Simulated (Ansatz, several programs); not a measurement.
GaP (zincblende), relaxed with r2SCAN in Ansatz (plane waves, PAW): the symmetry is F-43m (No. 216, cubic); conventional cell a = 5.451 Å, 20.24 Å³ an atom. Ga is surrounded by 4 P at 2.36 Å; P is surrounded by 4 Ga at 2.36 Å. The cell was then scaled with its shape and fractional coordinates held. No spin polarisation and no zero-point or thermal motion.

```
V (Å³/atom)  E (meV/atom)
     19.029         22.84
     19.636          5.51
     20.244          0.00
     21.458         17.64
```

(1) Pass a cubic E = c₀ + c₁u + c₂u² + c₃u³, with u = V − 20.092 Å³, through these points.

(2) Where is the minimum, and what bulk modulus follows?

(3) Predict the energy and the pressure at the withheld volume, 20.851 Å³.

Results:

(1) c₀ = 0.36, c₁ = -4.510, c₂ = 14.300, c₃ = -1.2723 (meV and Å³).

(2) dE/du = 0 at u = +0.161, so V₀ = 20.25 Å³. B = V₀ d²E/dV² = 20.25 × (2c₂ + 6c₃u) = 20.25 × 27.370 = 554 meV/Å³, and 1 meV/Å³ is 0.16022 GPa: 89 GPa. A third-order Birch-Murnaghan fit to all five points gives 20.26 Å³ and 88 GPa.

(3) With u = +0.759: E ≈ 4.62 meV and P = −dE/dV ≈ -2.40 GPa. The run gives 4.54 meV and, from its stress, -2.39 GPa.
